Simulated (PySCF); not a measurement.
# C2H3F2Ga (SMILES F/C=[C](/F)[GaH2]): levels of theory compared

We compute a comparison of 5 runs (HF/STO-3G, HF/def2-SVP, B3LYP/6-31G*, PBE0/def2-SVP, wB97X/6-31G**) of C2H3F2Ga. Input form: a Python script.

Program for the calculation: PySCF 2.14.0.

## (1) The system as given

C2H3F2Ga: 8 atoms, total charge 0, spin state singlet. SMILES: `F/C=[C](/F)[GaH2]`. Geometry: a GFN2-xTB relaxation, a rough one for these elements and not checked as a minimum.

Bond lengths: F1–C2 1.400 Å, C2–C3 1.328 Å, C3–F4 1.345 Å, C3–Ga5 2.035 Å, C2–H6 1.079 Å, Ga5–H7 1.557 Å, Ga5–H8 1.555 Å. Angles: F1–C2–C3 111.4°, C2–C3–F4 119.1°, C2–C3–Ga5 101.0°, F4–C3–Ga5 139.9°, F1–C2–H6 113.4°, C3–C2–H6 135.2°, C3–Ga5–H7 118.9°, C3–Ga5–H8 118.9°, H7–Ga5–H8 122.2°.

## (2) Energy and gradient at HF/STO-3G (run 1)

run.py reads:

```python
import pyscf.grad
from pyscf import gto, scf

molecule = gto.M(
    atom=[
    ('F', (-0.344850, 1.455960, -0.214890)),
    ('C', (-0.678210, 0.627000, 0.863570)),
    ('C', (-0.194750, -0.598880, 0.700720)),
    ('F', (-0.420150, -1.522880, 1.651600)),
    ('Ga', (0.735930, -0.412440, -1.099260)),
    ('H', (-1.255560, 1.127140, 1.625550)),
    ('H', (2.225890, 0.036690, -1.131630)),
    ('H', (-0.068300, -0.712590, -2.395670)),
],
    basis='sto-3g',
    verbose=3,
    charge=0,
    max_memory=1860,
)

hf = scf.RHF(molecule)
hf.conv_tol = 1e-10
hf.kernel()
if not hf.converged:
    hf = hf.newton().run(hf.mo_coeff, hf.mo_occ)

e_tot = hf.e_tot
print('E = %.10f Eh' % e_tot)
grad = hf.Gradients().kernel()
dip = hf.dip_moment()
pop, q = hf.mulliken_pop()
```

On the command line:

```sh
$ OMP_NUM_THREADS=1 python run.py
```

The program printed:

```text
converged SCF energy = -2173.45138471276
E = -2173.4513847128 Eh
--------------- RHF gradients ---------------
         x                y                z
0 F    -0.0116001927     0.0282811462     0.0056784716
1 C    -0.0097308235    -0.0046297362     0.0192187383
2 C    -0.0114896190    -0.0264663625     0.0361648083
3 F    -0.0043147690     0.0147851318    -0.0004012059
4 Ga     0.0051172312    -0.0169387391    -0.0002197848
5 H     0.0026628451     0.0017087316    -0.0056122896
6 H     0.0573801055     0.0156622570    -0.0038977224
7 H    -0.0280247777    -0.0124024288    -0.0509310155
----------------------------------------------
Dipole moment(X, Y, Z, Debye): -0.14405,  0.37575,  0.03114
 ** Mulliken pop  **
pop of  0 F 1s            1.99904
pop of  0 F 2s            1.94009
pop of  0 F 2px           1.89784
pop of  0 F 2py           1.73454
pop of  0 F 2pz           1.56295
pop of  1 C 1s            1.99323
pop of  1 C 2s            1.13225
pop of  1 C 2px           1.11714
pop of  1 C 2py           0.90605
pop of  1 C 2pz           0.86352
pop of  2 C 1s            1.99369
pop of  2 C 2s            1.23977
pop of  2 C 2px           0.97213
pop of  2 C 2py           0.85242
pop of  2 C 2pz           0.96552
pop of  3 F 1s            1.99901
pop of  3 F 2s            1.94009
pop of  3 F 2px           1.91452
pop of  3 F 2py           1.66357
pop of  3 F 2pz           1.61273
pop of  4 Ga 1s           1.99999
pop of  4 Ga 2s           1.99923
pop of  4 Ga 3s           1.99854
pop of  4 Ga 4s           1.14260
pop of  4 Ga 2px          1.99964
pop of  4 Ga 2py          1.99955
pop of  4 Ga 2pz          1.99963
pop of  4 Ga 3px          1.98386
pop of  4 Ga 3py          1.97695
pop of  4 Ga 3pz          1.98350
pop of  4 Ga 4px          0.75724
pop of  4 Ga 4py          0.23353
pop of  4 Ga 4pz          0.72970
pop of  4 Ga 3dxy         1.96697
pop of  4 Ga 3dyz         1.99013
pop of  4 Ga 3dz^2        1.92125
pop of  4 Ga 3dxz         1.93841
pop of  4 Ga 3dx2-y2      1.93613
pop of  5 H 1s            0.92385
pop of  6 H 1s            1.10962
pop of  7 H 1s            1.10960
 ** Mulliken atomic charges  **
charge of    0F =     -0.13446
charge of    1C =     -0.01219
charge of    2C =     -0.02352
charge of    3F =     -0.12991
charge of    4Ga =      0.44315
charge of    5H =      0.07615
charge of    6H =     -0.10962
charge of    7H =     -0.10960
```

It took 7.2 s on 1 thread of Intel Xeon at 2.50GHz (Skylake/Cascade Lake), shared host; peak memory 0.12 GiB.

## (3) Energy and gradient at HF/def2-SVP (run 2)

run.py reads:

```python
from pyscf import gto, scf

system = gto.M(
    atom='''
F       -0.344850       1.455960      -0.214890
C       -0.678210       0.627000       0.863570
C       -0.194750      -0.598880       0.700720
F       -0.420150      -1.522880       1.651600
Ga       0.735930      -0.412440      -1.099260
H       -1.255560       1.127140       1.625550
H        2.225890       0.036690      -1.131630
H       -0.068300      -0.712590      -2.395670
''',
    max_memory=1860,
    spin=0,
    basis='def2-svp',
    verbose=4,
)

mf = scf.RHF(system)
mf.conv_tol = 1e-10
mf.kernel()
if not mf.converged:
    mf = mf.newton().run(mf.mo_coeff, mf.mo_occ)

etot = mf.e_tot
print(f'total energy: {etot:.8f} hartree')
grad = mf.nuc_grad_method().kernel()
dip = mf.dip_moment()
pop, q = mf.mulliken_pop()
```

On the command line:

```sh
$ OMP_NUM_THREADS=1 python run.py
```

The program printed:

```text
PySCF version 2.14.0

[... 66 lines left out ...]
converged SCF energy = -2199.06358263838
total energy: -2199.06358264 hartree
[... 11 lines left out ...]
Dipole moment(X, Y, Z, Debye): -0.19726,  0.30022,  0.16580
[... 73 lines left out ...]
pop of  4 Ga 5pz          0.12509
pop of  4 Ga 3dxy         1.62196
pop of  4 Ga 3dyz         1.62318
pop of  4 Ga 3dz^2        1.62527
pop of  4 Ga 3dxz         1.62477
pop of  4 Ga 3dx2-y2      1.62112
pop of  4 Ga 4dxy         0.36392
pop of  4 Ga 4dyz         0.36343
pop of  4 Ga 4dz^2        0.36331
pop of  4 Ga 4dxz         0.36332
pop of  4 Ga 4dx2-y2      0.36443
pop of  4 Ga 5dxy         0.02351
pop of  4 Ga 5dyz         0.02592
pop of  4 Ga 5dz^2        0.05009
pop of  4 Ga 5dxz         0.04702
pop of  4 Ga 5dx2-y2      0.03012
pop of  5 H 1s            0.74392
pop of  5 H 2s            0.13919
pop of  5 H 2px           0.00962
pop of  5 H 2py           0.00569
pop of  5 H 2pz           0.01251
pop of  6 H 1s            0.70392
pop of  6 H 2s            0.47817
pop of  6 H 2px           0.00698
pop of  6 H 2py           0.00093
pop of  6 H 2pz           0.00073
pop of  7 H 1s            0.70438
pop of  7 H 2s            0.47751
pop of  7 H 2px           0.00246
pop of  7 H 2py           0.00055
pop of  7 H 2pz           0.00565
 ** Mulliken atomic charges  **
charge of    0F =     -0.38669
charge of    1C =      0.25568
charge of    2C =      0.01399
charge of    3F =     -0.33127
charge of    4Ga =      0.74052
charge of    5H =      0.08907
charge of    6H =     -0.19074
charge of    7H =     -0.19056
```

Run time: 30 s. Hardware: 1 thread of Intel Xeon at 2.50GHz (Skylake/Cascade Lake), shared host; peak memory 0.23 GiB.

## (4) Energy and gradient at B3LYP/6-31G(d) (Cartesian functions) (run 3)

run.py reads:

```python
import pyscf.grad
from pyscf import gto, dft

system = gto.Mole()
system.atom = '''
F     -0.651672     2.751366    -0.406083
C     -1.281631     1.184858     1.631911
C     -0.368024    -1.131719     1.324169
F     -0.793968    -2.877826     3.121072
Ga     1.390706    -0.779399    -2.077300
H     -2.372665     2.129986     3.071844
H      4.206322     0.069334    -2.138471
H     -0.129068    -1.346600    -4.527160
'''
system.max_memory = 1860
system.basis = '6-31g*'
system.verbose = 4
system.unit = 'bohr'
system.cart = True
system.spin = 0
system.build()

mf = dft.RKS(system, xc='b3lyp')
mf.grids.level = 5
mf.conv_tol = 1e-10
mf.kernel()
if not mf.converged:
    mf = mf.newton().run(mf.mo_coeff, mf.mo_occ)

etot = mf.e_tot
print('E = %.10f Eh' % etot)
grad = mf.Gradients().kernel()
dip = mf.dip_moment()
pop, q = mf.mulliken_pop()
```

On the command line:

```sh
$ OMP_NUM_THREADS=1 python run.py
```

The program printed:

```text
PySCF version 2.14.0

[... 79 lines left out ...]
converged SCF energy = -2202.25015176258
[... 13 lines left out ...]
Dipole moment(X, Y, Z, Debye): -0.33180,  0.41977,  0.34645
[... 71 lines left out ...]
pop of  4 Ga 3pz          1.99815
pop of  4 Ga 4px          0.69321
pop of  4 Ga 4py          0.14863
pop of  4 Ga 4pz          0.69814
pop of  4 Ga 5px          0.06191
pop of  4 Ga 5py          0.01395
pop of  4 Ga 5pz          0.03194
pop of  4 Ga 3dxx         0.92646
pop of  4 Ga 3dxy         1.35865
pop of  4 Ga 3dxz         1.36058
pop of  4 Ga 3dyy         0.92061
pop of  4 Ga 3dyz         1.36005
pop of  4 Ga 3dzz         0.92765
pop of  4 Ga 4dxx         0.38717
pop of  4 Ga 4dxy         0.58740
pop of  4 Ga 4dxz         0.58466
pop of  4 Ga 4dyy         0.40901
pop of  4 Ga 4dyz         0.58721
pop of  4 Ga 4dzz         0.38853
pop of  4 Ga 5dxx        -0.00177
pop of  4 Ga 5dxy         0.06828
pop of  4 Ga 5dxz         0.10052
pop of  4 Ga 5dyy        -0.02978
pop of  4 Ga 5dyz         0.06865
pop of  4 Ga 5dzz        -0.00069
pop of  5  H 1s           0.52596
pop of  5  H 2s           0.29653
pop of  6  H 1s           0.48513
pop of  6  H 2s           0.48951
pop of  7  H 1s           0.48546
pop of  7  H 2s           0.48848
 ** Mulliken atomic charges  **
charge of    0F =     -0.27347
charge of    1C =      0.11666
charge of    2C =      0.20221
charge of    3F =     -0.27745
charge of    4Ga =      0.00311
charge of    5H =      0.17751
charge of    6H =      0.02536
charge of    7H =      0.02606
```

Wall time 94 s (1 thread of Intel Xeon at 2.50GHz (Skylake/Cascade Lake), shared host); peak memory 1 GiB.

Run 4 isn't shown in full; the table further down has it.

## (5) Energy and forces at wB97X/6-31G(d,p) (spherical functions) (run 5)

job.py reads:

```python
from pyscf import gto, dft

molecule = gto.Mole()
molecule.atom = '''
F       -0.344850       1.455960      -0.214890
C       -0.678210       0.627000       0.863570
C       -0.194750      -0.598880       0.700720
F       -0.420150      -1.522880       1.651600
Ga       0.735930      -0.412440      -1.099260
H       -1.255560       1.127140       1.625550
H        2.225890       0.036690      -1.131630
H       -0.068300      -0.712590      -2.395670
'''
molecule.charge = 0
molecule.verbose = 4
molecule.spin = 0
molecule.basis = '6-31g**'
molecule.max_memory = 1860
molecule.build()

mf = dft.RKS(molecule, xc='wb97x')
mf.grids.level = 5
mf.conv_tol = 1e-10
mf.kernel()
if not mf.converged:
    mf = mf.newton().run(mf.mo_coeff, mf.mo_occ)

energy = mf.e_tot
print('E(%s) = %.9f' % ('WB97X', energy))
grad = mf.nuc_grad_method().kernel()
mf.analyze()
```

On the command line:

```sh
$ OMP_NUM_THREADS=1 python job.py
```

The program printed:

```text
PySCF version 2.14.0

[... 104 lines left out ...]
MO #3   energy= -40.7461359127043  occ= 2
[... 9 lines left out ...]
MO #13  energy= -3.91218200673352  occ= 2
[... 9 lines left out ...]
MO #23  energy= -0.672785335989529 occ= 2
[... 9 lines left out ...]
MO #33  energy= 0.0275293925409978 occ= 0
[... 9 lines left out ...]
MO #43  energy= 0.299359652870297  occ= 0
[... 9 lines left out ...]
MO #53  energy= 0.746017595620169  occ= 0
[... 9 lines left out ...]
MO #63  energy= 1.36085332291713   occ= 0
[... 9 lines left out ...]
MO #73  energy= 1.90839458878737   occ= 0
[... 9 lines left out ...]
MO #83  energy= 2.24438766136803   occ= 0
[... 9 lines left out ...]
MO #93  energy= 2.77936991252745   occ= 0
[... 9 lines left out ...]
MO #103 energy= 3.66710052568777   occ= 0
[... 75 lines left out ...]
pop of  4 Ga 3dxy         1.99849
pop of  4 Ga 3dyz         1.99886
pop of  4 Ga 3dz^2        1.99757
pop of  4 Ga 3dxz         1.99757
pop of  4 Ga 3dx2-y2      1.99789
pop of  4 Ga 4dxy         0.00155
pop of  4 Ga 4dyz         0.00139
pop of  4 Ga 4dz^2        0.00359
pop of  4 Ga 4dxz         0.00358
pop of  4 Ga 4dx2-y2      0.00192
pop of  4 Ga 5dxy         0.00095
pop of  4 Ga 5dyz         0.00097
pop of  4 Ga 5dz^2        0.00129
pop of  4 Ga 5dxz         0.00134
pop of  4 Ga 5dx2-y2      0.00094
pop of  5 H 1s            0.84261
pop of  5 H 2s            0.01062
pop of  5 H 2px           0.00041
pop of  5 H 2py           0.00038
pop of  5 H 2pz           0.00059
pop of  6 H 1s            1.05572
pop of  6 H 2s            0.00165
pop of  6 H 2px           0.00195
pop of  6 H 2py           0.00024
pop of  6 H 2pz           0.00006
pop of  7 H 1s            1.05562
pop of  7 H 2s            0.00167
pop of  7 H 2px           0.00064
pop of  7 H 2py           0.00013
pop of  7 H 2pz           0.00149
 ** Mulliken atomic charges  **
charge of    0F =     -0.23900
charge of    1C =      0.07880
charge of    2C =      0.07709
charge of    3F =     -0.23681
charge of    4Ga =      0.29371
charge of    5H =      0.14539
charge of    6H =     -0.05962
charge of    7H =     -0.05956
Dipole moment(X, Y, Z, Debye): -0.30705,  0.42474,  0.29792
```

Wall time 3.5 min (1 thread of Intel Xeon at 2.50GHz (Skylake/Cascade Lake), shared host); peak memory 1 GiB.

## (6) The series

```csv
run,level,Cartesian functions,integration grid,energy (Eh),dipole moment (D),HOMO energy (eV),LUMO energy (eV),wall time
1,HF/STO-3G,no,–,-2173.451385,0.40,-7.17,5.66,7.2 s
2,HF/def2-SVP,no,–,-2199.063583,0.40,-10.52,1.68,30 s
3,B3LYP/6-31G* (Cartesian functions),yes,5,-2202.250152,0.64,-7.01,-1.45,94 s
4,PBE0/def2-SVP,no,5,-2201.486428,0.52,-7.51,-1.23,80 s
5,wB97X/6-31G** (spherical functions),no,5,-2202.181655,0.60,-9.65,0.75,3.5 min
```

## (7) What came out

```
                       quantity           value
            run 5: total energy  -2202.18166 Eh
           run 5: dipole moment          0.60 D
             run 5: HOMO energy        -9.65 eV
             run 5: LUMO energy         0.75 eV
           run 5: HOMO–LUMO gap        10.40 eV
run 5: largest force on an atom      0.533 eV/Å
```

In words: The dipole moment (its size) runs from 0.40 D (HF/def2-SVP) to 0.64 D (B3LYP/6-31G*). The two ends differ in method and basis. The HOMO–LUMO gap runs from 5.56 eV (B3LYP/6-31G*) to 12.83 eV (HF/STO-3G). Totals of different functionals can't be ranked against each other. In run 1 the basis is minimal, so the values are rough. All runs together took 7 min, the longest 3.5 min.
